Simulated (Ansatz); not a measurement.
**C2H6MoO3: small, medium and large basis sets**

The task here is to estimate one member of a computed series from the others.

Program: Ansatz 0.2.0, Gaussian basis. Level of theory: one geometry, several basis sets. These are calculated values, not measurements.

The runs, in order: PBE0-D4/def2-SVP; ωB97M-V/def2-SVP; PBE0-D4/def2-QZVPP; ωB97M-V/def2-QZVPP; the functionals' def2-TZVPP values are taken from earlier runs.

**The geometry**

An earlier PBE0-D4 in a triple-zeta def2 set relaxation fixed the geometry. Mo takes the def2 core potential; no spin-orbit term is included.

SMILES `C[O][Mo]([CH3])(=[O])=[O]`, 12 atoms, charge 0, spin multiplicity 1.

Atoms are counted from 1 here; the program's logs count them from 0.

Bond lengths: C1–O2 1.405 Å, C1–H7 1.093 Å, C1–H8 1.093 Å, C1–H9 1.094 Å, O2–Mo3 1.846 Å, Mo3–C4 2.103 Å, Mo3–O5 1.680 Å, Mo3–O6 1.679 Å, C4–H10 1.093 Å, C4–H11 1.093 Å, C4–H12 1.092 Å. Angles: O2–C1–H7 108.6°, O2–C1–H8 109.5°, O2–C1–H9 111.3°, H7–C1–H8 108.8°, H7–C1–H9 109.2°, H8–C1–H9 109.4°, C1–O2–Mo3 140.2°, O2–Mo3–C4 108.1°, O2–Mo3–O5 112.8°, O2–Mo3–O6 113.2°, C4–Mo3–O5 106.0°, C4–Mo3–O6 106.3°, O5–Mo3–O6 109.9°, Mo3–C4–H10 109.1°, Mo3–C4–H11 109.4°, Mo3–C4–H12 110.1°, H10–C4–H11 109.9°, H10–C4–H12 109.2° and more.

Geometry (Å):

```mol
C2H6MoO3
  3D, bonds by distance, orders not assigned

 12 11  0  0  0  0  0  0  0  0999 V2000
    0.0605    0.1364    2.3207 C   0  0
   -0.4211    0.2923    1.0097 O   0  0
    0.1854    0.7002   -0.6850 Mo  0  0
   -0.3278   -0.8885   -1.9644 C   0  0
   -0.5483    2.0677   -1.3280 O   0  0
    1.8549    0.8521   -0.7709 O   0  0
   -0.4253   -0.7339    2.7684 H   0  0
   -0.1900    1.0223    2.9097 H   0  0
    1.1439   -0.0118    2.3308 H   0  0
   -1.4141   -1.0110   -1.9636 H   0  0
    0.1504   -1.8064   -1.6127 H   0  0
    0.0085   -0.6746   -2.9809 H   0  0
  1  2  8  0
  2  3  8  0
  3  4  8  0
  3  5  8  0
  3  6  8  0
  1  7  8  0
  1  8  8  0
  1  9  8  0
  4 10  8  0
  4 11  8  0
  4 12  8  0
M  END
```

The first run:

File in.yaml:

```yaml
crystal:
  periodic: [false, false, false]
  atoms:
    - {symbol: C, position_ang: [0.060547, 0.136401, 2.320744]}
    - {symbol: O, position_ang: [-0.421148, 0.292316, 1.009675]}
    - {symbol: Mo, position_ang: [0.185351, 0.700161, -0.685028]}
    - {symbol: C, position_ang: [-0.327812, -0.888461, -1.964358]}
    - {symbol: O, position_ang: [-0.548302, 2.067692, -1.327966]}
    - {symbol: O, position_ang: [1.854924, 0.852111, -0.770944]}
    - {symbol: H, position_ang: [-0.425276, -0.733889, 2.768372]}
    - {symbol: H, position_ang: [-0.190048, 1.022263, 2.909700]}
    - {symbol: H, position_ang: [1.143936, -0.011783, 2.330805]}
    - {symbol: H, position_ang: [-1.414051, -1.010983, -1.963612]}
    - {symbol: H, position_ang: [0.150382, -1.806363, -1.612717]}
    - {symbol: H, position_ang: [0.008498, -0.674564, -2.980872]}
basis:
  gaussian: {orbitals: def2-SVP}
hamiltonian: {xc: pbe0, dispersion: d4}
output: {orbitals: {seedname: orbitals}}
```

Run with:

```sh
ansatz run in.yaml --threads 4 --pin off --events-out ev --progress --plain --max-ram 11315MiB
```

Among the steps run: PBE0-D4 in def2-SVP; ωB97M-V in def2-SVP; PBE0-D4 in def2-QZVPP; ωB97M-V in def2-QZVPP.

One of the session's tables, all rows but one given; the rest of the session is left out.

It belongs to the step «Functionals by basis». 

| functional | basis | HOMO (eV) | LUMO (eV) |
| --- | --- | --- | --- |
| PBE0-D4 | def2-SVP | -8.78 | -2.20 |
| PBE0-D4 | def2-TZVPP | -8.76 | -2.19 |
| PBE0-D4 | def2-QZVPP | -8.79 | -2.21 |
| ωB97M-V | def2-SVP | -11.11 | -0.07 |
| ωB97M-V | def2-TZVPP | -11.10 | -0.06 |
| ωB97M-V | def2-QZVPP | ? | ? |

Estimate the missing values for ωB97M-V, def2-QZVPP.

**Answer.** HOMO (eV): -11.11; LUMO (eV): -0.10.
